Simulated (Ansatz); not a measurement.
# ZrSn3O8: the cell at several levels of theory, part 3 of 3

The system is ZrSn3O8, rutile host, a generated structure that needn't be the ground state.

Ansatz 0.2.0, plane waves. The steps go on from the part before.

### Step 4. PBEsol: cell and atoms

Start: the result of step 2.

The input, input.yaml:

```yaml
crystal:
  lattice:
    - [3.4372298639, -3.4216002335, 0.0]
    - [3.4372298639, 3.4216002335, 0.0]
    - [0.0, 0.0, 6.4972732581]
  atoms:
    - { symbol: Sn, position: [0.5, 0.5, 0.0] }
    - { symbol: Sn, position: [0.0, 0.0, 0.7509799737] }
    - { symbol: O, position: [0.194770277, 0.194770277, 0.0] }
    - { symbol: O, position: [0.805229723, 0.805229723, 0.0] }
    - { symbol: O, position: [0.6946438603, 0.3053561397, 0.7511994812] }
    - { symbol: O, position: [0.3053561397, 0.6946438603, 0.7511994812] }
    - { symbol: Zr, position: [0.5, 0.5, 0.5] }
    - { symbol: Sn, position: [0.0, 0.0, 0.2490200263] }
    - { symbol: O, position: [0.1924176169, 0.1924176169, 0.5] }
    - { symbol: O, position: [0.8075823831, 0.8075823831, 0.5] }
    - { symbol: O, position: [0.6946438603, 0.3053561397, 0.2488005188] }
    - { symbol: O, position: [0.3053561397, 0.6946438603, 0.2488005188] }
kpoints:
  mp_grid: { grid: [6, 6, 4] }
hamiltonian:
  xc: pbesol
scf:
  occupations: { method: fermi_dirac, width: 0.02 }
relax:
  f_tol: 0.005
  cell: {}
```

What it wrote:

```text
Engine: ansatz 0.2.0, x86_64-unknown-linux-gnu
Pseudopotentials: kind: paw
Pseudopotential: Sn, paw, valence charge 14, recommended cutoff 420 eV (normal), Sn.paw.azcp
Pseudopotential: O, paw, valence charge 6, recommended cutoff 420 eV (normal), O.paw.azcp
Pseudopotential: Zr, paw, valence charge 12, recommended cutoff 420 eV (normal), Zr.paw.azcp
Functional definition: PBEsol
  exchange = pbesol_x
  correlation = pbesol_c
Crystal: 12 atoms, lattice volume = 152.827 Å³
Basis set: ecut = 420 eV, 2985 PW (Γ), exchange–correlation on 72×72×90 points (8 copies of the dense FFT grid, shifted against one another)
Bands: 63, of which v1, the nominal top of the filled ones, is band 51 counted from 1 (50 counted from 0)
Symmetry: 8 space group operations
Space group: Cmmm (ITA 65), of the structure as read, at distance tolerance 5.3e-5 Å
k-points: 39 of 144
Non-local potential: Sn, projectors of the file, l = 0: 2, l = 1: 2, l = 2: 2, l = 3: 2
Non-local potential: O, projectors of the file, l = 0: 2, l = 1: 2, l = 2: 1
Non-local potential: Zr, projectors of the file, l = 0: 3, l = 1: 2, l = 2: 2, l = 3: 2
PAW form: soft (Blöchl's): semilocal exchange-correlation on the pseudo side does not see the compensation charge
PAW frozen core: Sn, regenerated for the run's functional, and the local potential with it (the file was generated under x = pbe(κ = 0.804, μ = 0.2195149727645171), c = pbe(β = 0.06672455060314922))
PAW frozen core: O, regenerated for the run's functional, and the local potential with it (the file was generated under x = pbe(κ = 0.804, μ = 0.2195149727645171), c = pbe(β = 0.06672455060314922))
PAW frozen core: Zr, regenerated for the run's functional, and the local potential with it (the file was generated under x = pbe(κ = 0.804, μ = 0.2195149727645171), c = pbe(β = 0.06672455060314922))
PAW one-centre angular grid: Sn, 590 points (default); XC on 64 Gauss nodes
PAW one-centre angular grid: O, 110 points (default); XC on 64 Gauss nodes
PAW one-centre angular grid: Zr, 590 points (default); XC on 64 Gauss nodes
Initial density: superposition of atomic densities (neutral atoms: chi_scale 0, normalization atom), corrected by the library's trained network
Initial wavefunctions: pseudopotential atomic-orbital guess
Functional: x = pbesol(κ = 0.804, μ = 0.12345679012345678), c = pbesol(β = 0.046)
SCF iter   1: F=—  HF=-26469.885708 eV  |F-HF|=—  |Δ(HF+E_count)|=         —  Δρ=1.56e-2  dr2=2.97e-1  ethr=1.77e-3  ⟨swp⟩=6.4  Hψ=9834  notcnv=0  defer=2
preconditioner: auto → Resta (q_TF=auto, 2.550 Å⁻¹)  ε∞=3.8  [insulator: Δε(μ)=1.535 eV  Ē_g=17.965 eV  σ=0.020 eV  W_gap=1.00  n_scr=36 (ndim 8)  ℏωp=30.0 eV  f_vac=0.035  D(μ)=0.00/eV (n_scr^D=0)  ε∞_Penn≈3.8]
SCF iter   2: F=—  HF=-26469.808838 eV  |F-HF|=—  |Δ(HF+E_count)|=   7.69e-2  Δρ=3.07e-3  dr2=1.02e-2  ethr=2.92e-4  ⟨swp⟩=2.1  Hψ=3931  notcnv=0  defer=234
SCF iter   3: F=—  HF=-26469.807046 eV  |F-HF|=—  |Δ(HF+E_count)|=   1.79e-3  Δρ=1.30e-3  dr2=2.13e-3  ethr=9.99e-6  ⟨swp⟩=2.1  Hψ=3528  notcnv=0  defer=234
SCF iter   4: F=—  HF=-26469.807170 eV  |F-HF|=—  |Δ(HF+E_count)|=   1.24e-4  Δρ=3.73e-4  dr2=1.92e-4  ethr=2.09e-6  ⟨swp⟩=2.0  Hψ=4255  notcnv=0  defer=234
SCF iter   5: F=—  HF=-26469.806771 eV  |F-HF|=—  |Δ(HF+E_count)|=   3.99e-4  Δρ=2.30e-4  dr2=7.00e-5  ethr=1.88e-7  ⟨swp⟩=2.0  Hψ=3431  notcnv=0  defer=234
SCF iter   6: F=—  HF=-26469.807241 eV  |F-HF|=—  |Δ(HF+E_count)|=   4.70e-4  Δρ=4.44e-5  dr2=2.34e-6  ethr=6.87e-8  ⟨swp⟩=2.0  Hψ=3364  notcnv=0  defer=234
SCF iter   7: F=—  HF=-26469.807243 eV  |F-HF|=—  |Δ(HF+E_count)|=   2.41e-6  Δρ=1.88e-5  dr2=4.88e-7  ethr=2.30e-9  ⟨swp⟩=2.0  Hψ=3458  notcnv=0  defer=234
SCF iter   8: F=—  HF=-26469.807243 eV  |F-HF|=—  |Δ(HF+E_count)|=   4.92e-8  Δρ=1.12e-5  dr2=1.61e-7  ethr=4.79e-10  ⟨swp⟩=2.0  Hψ=3464  notcnv=0  defer=234
SCF iter   9: F=-26469.807243 eV  HF=-26469.807243 eV  |F-HF|=6.66e-10  |Δ(HF+E_count)|=   1.86e-8  Δρ=2.65e-6  dr2=1.03e-8  ethr=9.80e-11  ⟨swp⟩=4.4  Hψ=7396  notcnv=0
SCF 1 converged in 9 iterations: F = -26469.807243 eV  dr2 = 1.03e-8
relax step   1: F+E_penalty+E_count = -26469.80724322 eV  Δ(F+E_penalty+E_count) = +0.000e0 eV  max|allowed force component| = 6.145e-2 eV/Å  Δτ_max = 0.0000 Å  P = -5.704 GPa  Ω = 152.827 Å³  (9 SCF iters, dr2 threshold 1.00e-7 eV, accepted)
Crystal: 12 atoms, lattice volume = 147.982 Å³
Basis set: ecut = 420 eV, 2873 PW (Γ), exchange–correlation on 72×72×90 points (8 copies of the dense FFT grid, shifted against one another)
Initial density: handed on by an earlier stage of this run
Initial wavefunctions: those handed on with the density
iter 1 solved again at ethr=4.29e-5 eV; its pass at ethr=3.10e-3 eV (dr2=4.38e-2 eV) is discarded
SCF iter   1: F=—  HF=-26469.923948 eV  |F-HF|=—  |Δ(HF+E_count)|=         —  Δρ=5.43e-3  dr2=4.35e-2  ethr=4.29e-5  ⟨swp⟩=3.9  Hψ=11910  notcnv=0  defer=1
preconditioner: auto → Resta (q_TF=auto, 2.564 Å⁻¹)  ε∞=3.8  [insulator: Δε(μ)=1.987 eV  Ē_g=18.278 eV  σ=0.020 eV  W_gap=1.00  n_scr=36 (ndim 8)  ℏωp=30.5 eV  f_vac=0.015  D(μ)=0.00/eV (n_scr^D=0)  ε∞_Penn≈3.8]
SCF iter   2: F=—  HF=-26469.911830 eV  |F-HF|=—  |Δ(HF+E_count)|=   1.21e-2  Δρ=1.70e-3  dr2=5.51e-3  ethr=4.26e-5  ⟨swp⟩=3.7  Hψ=3994  notcnv=0
SCF iter   3: F=—  HF=-26469.910647 eV  |F-HF|=—  |Δ(HF+E_count)|=   1.18e-3  Δρ=7.43e-4  dr2=1.06e-3  ethr=5.40e-6  ⟨swp⟩=3.6  Hψ=4359  notcnv=0
SCF iter   4: F=—  HF=-26469.910941 eV  |F-HF|=—  |Δ(HF+E_count)|=   2.93e-4  Δρ=2.94e-4  dr2=1.39e-4  ethr=1.04e-6  ⟨swp⟩=2.1  Hψ=3327  notcnv=0
SCF iter   5: F=—  HF=-26469.910978 eV  |F-HF|=—  |Δ(HF+E_count)|=   3.67e-5  Δρ=2.58e-4  dr2=8.43e-5  ethr=1.37e-7  ⟨swp⟩=2.0  Hψ=3691  notcnv=0
SCF iter   6: F=—  HF=-26469.910964 eV  |F-HF|=—  |Δ(HF+E_count)|=   1.39e-5  Δρ=4.27e-5  dr2=1.98e-6  ethr=8.26e-8  ⟨swp⟩=2.0  Hψ=3454  notcnv=0
SCF iter   7: F=-26469.910965 eV  HF=-26469.910966 eV  |F-HF|=5.94e-7  |Δ(HF+E_count)|=   1.92e-6  Δρ=2.54e-5  dr2=7.95e-7  ethr=1.18e-9  ⟨swp⟩=5.0  Hψ=8394  notcnv=0
SCF 2 converged in 7 iterations: F = -26469.910965 eV  dr2 = 7.95e-7
relax step   2: F+E_penalty+E_count = -26469.91096493 eV  Δ(F+E_penalty+E_count) = -1.037e-1 eV  max|allowed force component| = 1.010e-1 eV/Å  Δτ_max = 0.0009 Å  P = +0.609 GPa  Ω = 147.982 Å³  energy of the carried Pulay correction = +2.468e-2 eV  (7 SCF iters, dr2 threshold 1.20e-6 eV, accepted)
Crystal: 12 atoms, lattice volume = 148.373 Å³
Basis set: ecut = 420 eV, 2881 PW (Γ), exchange–correlation on 72×72×90 points (8 copies of the dense FFT grid, shifted against one another)
iter 1 solved again at ethr=8.85e-7 eV; its pass at ethr=3.10e-3 eV (dr2=9.03e-4 eV) is discarded
SCF iter   1: F=—  HF=-26469.911079 eV  |F-HF|=—  |Δ(HF+E_count)|=         —  Δρ=6.59e-4  dr2=9.24e-4  ethr=8.85e-7  ⟨swp⟩=5.1  Hψ=11492  notcnv=0  defer=1
preconditioner: auto → Resta (q_TF=auto, 2.563 Å⁻¹)  ε∞=3.8  [insulator: Δε(μ)=1.935 eV  Ē_g=18.253 eV  σ=0.020 eV  W_gap=1.00  n_scr=36 (ndim 8)  ℏωp=30.5 eV  f_vac=0.024  D(μ)=0.00/eV (n_scr^D=0)  ε∞_Penn≈3.8]
SCF iter   2: F=—  HF=-26469.910845 eV  |F-HF|=—  |Δ(HF+E_count)|=   2.34e-4  Δρ=2.99e-4  dr2=1.50e-4  ethr=8.85e-7  ⟨swp⟩=2.3  Hψ=4272  notcnv=0
SCF iter   3: F=—  HF=-26469.910808 eV  |F-HF|=—  |Δ(HF+E_count)|=   3.75e-5  Δρ=1.05e-4  dr2=1.44e-5  ethr=1.47e-7  ⟨swp⟩=2.1  Hψ=3324  notcnv=0
SCF iter   4: F=—  HF=-26469.910806 eV  |F-HF|=—  |Δ(HF+E_count)|=   1.90e-6  Δρ=4.35e-5  dr2=2.81e-6  ethr=1.41e-8  ⟨swp⟩=2.0  Hψ=3594  notcnv=0
SCF iter   5: F=-26469.910806 eV  HF=-26469.910806 eV  |F-HF|=1.18e-9  |Δ(HF+E_count)|=   9.47e-8  Δρ=1.12e-5  dr2=2.31e-7  ethr=1.18e-9  ⟨swp⟩=5.0  Hψ=7829  notcnv=0
SCF 3 converged in 5 iterations: F = -26469.910806 eV  dr2 = 2.31e-7
relax step   3: F+E_penalty+E_count = -26469.91080599 eV  Δ(F+E_penalty+E_count) = +1.589e-4 eV  max|allowed force component| = 1.310e-2 eV/Å  Δτ_max = 0.0046 Å  P = -0.009 GPa  Ω = 148.373 Å³  energy of the carried Pulay correction = +2.266e-2 eV  (5 SCF iters, dr2 threshold 1.20e-6 eV, accepted)
[... 8 lines left out ...]
relax step   4: F+E_penalty+E_count = -26469.91097223 eV  Δ(F+E_penalty+E_count) = -1.662e-4 eV  max|allowed force component| = 1.389e-2 eV/Å  Δτ_max = 0.0005 Å  P = -0.024 GPa  Ω = 148.361 Å³  energy of the carried Pulay correction = +2.272e-2 eV  (4 SCF iters, dr2 threshold 7.85e-8 eV, accepted)
[... 8 lines left out ...]
relax step   5: F+E_penalty+E_count = -26469.91112126 eV  Δ(F+E_penalty+E_count) = -1.490e-4 eV  max|allowed force component| = 3.658e-3 eV/Å  Δτ_max = 0.0004 Å  P = -0.001 GPa  Ω = 148.336 Å³  energy of the carried Pulay correction = +2.285e-2 eV  (4 SCF iters, dr2 threshold 1.21e-8 eV, accepted)
[... 10 lines left out ...]
relax step   6: F+E_penalty+E_count = -26469.89105598 eV  Δ(F+E_penalty+E_count) = +2.007e-2 eV  max|allowed force component| = 3.615e-3 eV/Å  Δτ_max = 0.0000 Å  P = -0.216 GPa  Ω = 148.336 Å³  stress off target by 2.31e-1 GPa  SCF on the basis re-selected at this cell (its energy is not comparable with the rows above)  (6 SCF iters)
[... 10 lines left out ...]
relax step   7: F+E_penalty+E_count = -26469.89203660 eV  Δ(F+E_penalty+E_count) = -9.806e-4 eV  max|allowed force component| = 8.096e-4 eV/Å  Δτ_max = 0.0003 Å  P = -0.003 GPa  Ω = 148.169 Å³  energy of the carried Pulay correction = +8.608e-4 eV  (5 SCF iters, dr2 threshold 1.33e-7 eV, accepted)
iter 1 solved again at ethr=7.68e-8 eV; its pass at ethr=3.10e-3 eV (dr2=7.83e-5 eV) is discarded
SCF iter   1: F=—  HF=-26469.890856 eV  |F-HF|=—  |Δ(HF+E_count)|=         —  Δρ=1.28e-5  dr2=1.18e-7  ethr=7.68e-8  ⟨swp⟩=3.8  Hψ=17506  notcnv=0
preconditioner: auto → Resta (q_TF=auto, 2.564 Å⁻¹)  ε∞=3.8  [insulator: Δε(μ)=1.946 eV  Ē_g=18.256 eV  σ=0.020 eV  W_gap=1.00  n_scr=36 (ndim 8)  ℏωp=30.5 eV  f_vac=0.022  D(μ)=0.00/eV (n_scr^D=0)  ε∞_Penn≈3.8]
SCF iter   2: F=—  HF=-26469.891349 eV  |F-HF|=—  |Δ(HF+E_count)|=   4.93e-4  Δρ=5.70e-6  dr2=2.75e-8  ethr=1.16e-10  ⟨swp⟩=2.8  Hψ=5099  notcnv=0
SCF iter   3: F=—  HF=-26469.891349 eV  |F-HF|=—  |Δ(HF+E_count)|=  8.08e-10  Δρ=3.09e-6  dr2=5.07e-9  ethr=2.70e-11  ⟨swp⟩=2.0  Hψ=3370  notcnv=0
SCF iter   4: F=—  HF=-26469.891349 eV  |F-HF|=—  |Δ(HF+E_count)|=   5.72e-9  Δρ=1.22e-6  dr2=1.77e-9  ethr=4.97e-12  ⟨swp⟩=2.0  Hψ=3606  notcnv=0
SCF iter   5: F=—  HF=-26469.891349 eV  |F-HF|=—  |Δ(HF+E_count)|=  3.57e-10  Δρ=4.14e-7  dr2=2.19e-10  ethr=1.74e-12  ⟨swp⟩=2.0  Hψ=3356  notcnv=0
SCF iter   6: F=-26469.891349 eV  HF=-26469.891349 eV  |F-HF|=2.55e-11  |Δ(HF+E_count)|=  5.82e-11  Δρ=1.65e-7  dr2=4.53e-11  ethr=1.00e-12  ⟨swp⟩=5.7  Hψ=9225  notcnv=0
SCF 8 converged in 6 iterations: F = -26469.891349 eV  dr2 = 4.53e-11
relax step   8: F+E_penalty+E_count = -26469.89134931 eV  Δ(F+E_penalty+E_count) = +6.873e-4 eV  max|allowed force component| = 7.710e-4 eV/Å  Δτ_max = 0.0000 Å  P = -0.008 GPa  Ω = 148.169 Å³  stress off target by 1.12e-2 GPa  SCF on the basis re-selected at this cell (its energy is not comparable with the rows above)  (6 SCF iters)
basis re-selected at this cell: Δ(F+E_penalty+E_count) = +6.873e-4 eV, ΔP = -0.005 GPa vs the last step (what re-selecting the basis moved, of the pressure what is left beyond the Pulay correction that the steps carried, after the strain that the cell walked since its last selection, with what the two solves' SCF thresholds leave and, on support functions, any second-order correction that the steps lacked; it is no measure of the basis error at this ecutwfc). This SCF's stress stands 1.12e-2 GPa from its target on what of the cell is left free (relax.cell.stress_tol is 5.00e-2 GPa) and its largest allowed force component is 7.71e-4 eV/Å (relax.f_tol is 5.00e-3 eV/Å): within both
SCF converged after 6 iterations
Free energy (F): -26469.891349 eV
Harris-Foulkes:  -26469.891349 eV  (|F-HF|=2.55e-11)
Internal energy: -26469.891349 eV  (E = F + TS)
E sigma→0 (E₀):  -26469.891349 eV
Fermi energy:    10.020224 eV
--- Per-component energies (eV) ---
  E_band       = -332.894056
  E_kinetic    = 2304.141561
  E_local      = -5765.461624  (includes V_loc(G=0)·N_el)
  E_nonlocal   = 381.821823
  E_hartree    = 2725.718223
  E_xc         = -1873.003675
  E_vxc        = -1221.527375  (∫ρ·V_xc dr)
  E_paw        = -16348.060572  (= ΣΔE_a)
  E_vpaw       = -1483.324507  (= ΣTr[D̂ρ^β])
  E_aug_tail   = 0.019892  (compensation charges beyond the density's cutoff)
  E_ewald      = -7896.369520
  E_core_change = 1.302543  (= ΣΔE_core)
  E_smearing   = -0.000000  (= −TS)
  E_closure    = -0.000000  (closes the sum)
  Σ components = -26469.891349   (vs F -26469.891349, Δ=0.00e0)
--- Forces (eV/Å), atoms counted from 1 ---
  atom   1  Sn     0.00000000     0.00000000     0.00000000
  atom   2  Sn     0.00000000     0.00000000    -0.00013333
  atom   3  O     -0.00077104     0.00000000     0.00000000
  atom   4  O      0.00077104     0.00000000     0.00000000
  atom   5  O     -0.00000000    -0.00019261     0.00016532
  atom   6  O      0.00000000     0.00019261     0.00016532
  atom   7  Zr    -0.00000000     0.00000000     0.00000000
  atom   8  Sn     0.00000000     0.00000000     0.00013333
  atom   9  O      0.00004904     0.00000000     0.00000000
  atom  10  O     -0.00004904     0.00000000     0.00000000
  atom  11  O      0.00000000    -0.00019261    -0.00016532
  atom  12  O      0.00000000     0.00019261    -0.00016532
  max |Σ_I F_I| component: 6.78e-21 eV/Å
--- Stress (GPa, compression-positive) ---
       -0.004641       0.000000       0.000000
        0.000000      -0.011206       0.000000
        0.000000       0.000000      -0.007732
  P = ⅓ Tr σ = -0.0079 GPa (-0.079 kbar)
--- Band table (eV; the first three rows and the last of 39) ---
  k-point 0: bands = ["-38.4464", "-16.8823", "-16.7126", "-16.6644", "-11.7820", "-11.6312", "-11.4175", "-11.2143", "-11.1838", "-10.9484", "-10.9482", "-10.9095", "-10.8412", "-10.8338", "-10.8213", "-10.7840", "-10.7814", "-10.7319", "-10.7275", "-9.4197", "-8.1478", "-7.6079", "-7.4432", "-7.2887", "-7.1229", "-6.4262", "-6.1340", "0.9957", "2.0488", "3.8897", "4.7037", "4.8351", "4.9527", "5.2301", "5.3922", "5.4840", "5.5391", "6.1925", "6.2240", "6.3582", "7.0915", "7.2188", "7.2452", "7.3933", "7.7851", "7.7871", "7.8034", "7.9492", "8.3435", "8.3476", "9.0470", "10.9931", "12.4747", "14.3303", "14.3309", "14.8993", "15.1257", "15.7964", "16.6110", "16.9959", "17.9187", "18.5429", "18.9274"]
  k-point 1: bands = ["-38.4464", "-16.8887", "-16.7137", "-16.6644", "-11.7261", "-11.5492", "-11.3969", "-11.3074", "-11.1027", "-11.0685", "-10.9347", "-10.8969", "-10.8399", "-10.8381", "-10.8077", "-10.7894", "-10.7773", "-10.7773", "-10.7413", "-9.2965", "-8.4247", "-7.7074", "-7.4188", "-7.2513", "-6.8643", "-6.3245", "-6.3019", "0.9583", "2.1460", "3.9932", "4.8043", "5.0401", "5.0563", "5.1343", "5.2951", "5.4674", "5.6280", "5.6871", "6.2079", "6.7018", "6.7805", "6.9440", "7.1430", "7.3116", "7.4488", "7.8902", "7.9862", "8.1453", "8.2718", "8.4066", "8.9217", "11.6796", "12.7021", "14.3050", "14.3230", "14.5864", "15.6907", "15.7968", "16.2112", "16.9937", "18.3027", "18.4092", "18.7773"]
  k-point 2: bands = ["-38.4464", "-16.8951", "-16.7148", "-16.6645", "-11.6473", "-11.3945", "-11.3759", "-11.3555", "-11.3012", "-11.0449", "-10.8918", "-10.8722", "-10.8695", "-10.8394", "-10.8384", "-10.7928", "-10.7771", "-10.7755", "-10.7721", "-9.0097", "-8.8376", "-7.8649", "-7.2316", "-7.1479", "-6.7127", "-6.5535", "-6.2328", "0.9308", "2.2268", "4.2635", "4.5708", "4.8430", "5.1758", "5.4365", "5.4992", "5.7634", "5.7760", "5.7796", "5.8094", "6.1229", "6.3818", "6.4885", "7.2014", "7.3479", "7.4838", "7.9639", "8.0753", "8.3206", "8.4177", "8.5298", "8.5762", "12.5906", "12.8592", "13.9704", "14.2809", "14.3151", "15.6855", "15.9159", "17.0096", "17.2218", "17.3784", "18.2348", "18.3381"]
  k-point 38: bands = ["-38.4460", "-16.8918", "-16.7231", "-16.6765", "-11.4687", "-11.4092", "-11.3831", "-11.3815", "-11.3648", "-11.3047", "-10.8901", "-10.8769", "-10.8629", "-10.8408", "-10.8146", "-10.7866", "-10.7862", "-10.7787", "-10.7727", "-8.5799", "-7.9651", "-7.8732", "-7.3071", "-7.2923", "-7.2470", "-6.7973", "-6.6170", "1.7413", "2.1760", "2.7988", "4.3782", "4.3873", "4.7644", "5.2721", "5.5339", "5.7066", "5.7255", "5.8065", "6.4141", "6.6842", "7.0549", "7.5277", "7.5650", "7.5778", "7.5820", "8.1542", "8.1561", "8.1760", "8.2438", "8.2721", "8.3254", "12.9679", "13.7821", "13.7949", "13.9477", "14.1306", "14.3480", "16.4345", "17.6105", "17.6163", "17.8963", "18.2340", "19.0305"]
--- Relaxed structure (6 steps of the walk, 6 accepted, 2 SCFs on fresh bases) ---
  F+E_penalty+E_count = -26469.89134931 eV   max|allowed force component| = 7.710e-4 eV/Å   (the final SCF, on the basis selected at the relaxed cell)
  cell:  # Å, volume = 148.1693 Å³
    - [3.398561791151582, -3.3829984627896024, 0.0]
    - [3.398561791151582, 3.3829984627896024, 0.0]
    - [0.0, 0.0, 6.443638426741538]
  atoms:
    - { symbol: Sn, position: [0.49999999999999994, 0.49999999999999994, -8.691163339926986e-22] }
    - { symbol: Sn, position: [1.4740710209264196e-21, 3.454507984803662e-21, 0.7510837535115567] }
    - { symbol: O, position: [0.19511498555363985, 0.19511498555363985, -8.691163339926986e-22] }
    - { symbol: O, position: [0.8048850144463601, 0.8048850144463601, -8.691163339926986e-22] }
    - { symbol: O, position: [0.6950550195109616, 0.3049449804890383, 0.7516177684596425] }
    - { symbol: O, position: [0.3049449804890383, 0.6950550195109616, 0.7516177684596425] }
    - { symbol: Zr, position: [0.49999999999999994, 0.49999999999999994, 0.49999999999999994] }
    - { symbol: Sn, position: [1.4740710209264196e-21, 3.454507984803662e-21, 0.24891624648844332] }
    - { symbol: O, position: [0.19231313626928612, 0.19231313626928612, 0.49999999999999994] }
    - { symbol: O, position: [0.8076868637307137, 0.8076868637307137, 0.49999999999999994] }
    - { symbol: O, position: [0.6950550195109616, 0.3049449804890383, 0.24838223154035763] }
    - { symbol: O, position: [0.3049449804890383, 0.6950550195109616, 0.24838223154035763] }
```

It took 43 s on 1 × NVIDIA H100 80GB HBM3 with 2 threads of AMD EPYC 7R13 (Zen 3), shared host; peak host memory 1.2 GiB.

The steps:

```tsv
step	energy change (meV/atom)	largest force (eV/Å)	pressure (GPa)	volume (Å³/atom)
1	0.0	0.0615	-5.70	12.736
2	-8.6	0.1010	0.61	12.332
3	-8.6	0.0131	-0.01	12.364
4	-8.6	0.0139	-0.02	12.363
5	-8.7	0.0037	0.00	12.361
6	-7.0	0.0036	-0.22	12.361
7	-7.1	0.0008	0.00	12.347
8	-7.0	0.0008	-0.01	12.347
```

Steps 6, 8 solve the same cell on a plane-wave basis chosen anew, so the energy can jump there without a move.

The table lists every geometry solved, with passes on a fresh basis, whose energies don't compare exactly with the rows above.

|  | before | after | change |
| --- | --- | --- | --- |
| a (Å) | 6.843 | 6.766 | -1.13 % |
| b (Å) | 6.874 | 6.797 | -1.12 % |
| c (Å) | 6.497 | 6.444 | -0.83 % |
| volume (Å³/atom) | 12.736 | 12.347 | -3.05 % |
| shortest distance (Å) | 2.090 | 2.063 | -1.26 % |
| space group | Cmmm | Cmmm | same |

### Step 5. All levels compared

This closing draws on all 3 parts.

| level | a (Å) | b (Å) | c (Å) | volume (Å³/atom) | space group | SCF geometries |
| --- | --- | --- | --- | --- | --- | --- |
| PBE | 6.843 | 6.874 | 6.497 | 12.736 | Cmmm | 8 |
| r2SCAN | 6.759 | 6.792 | 6.435 | 12.310 | Cmmm | 6 |
| PBEsol | 6.766 | 6.797 | 6.444 | 12.347 | Cmmm | 8 |

**Reading.** From the start to the first minimum the volume moved by -2.4 %. r2SCAN gives the smallest cell and PBE the largest; they differ by 3.5 % in volume, a mean of 1.1 % in length.
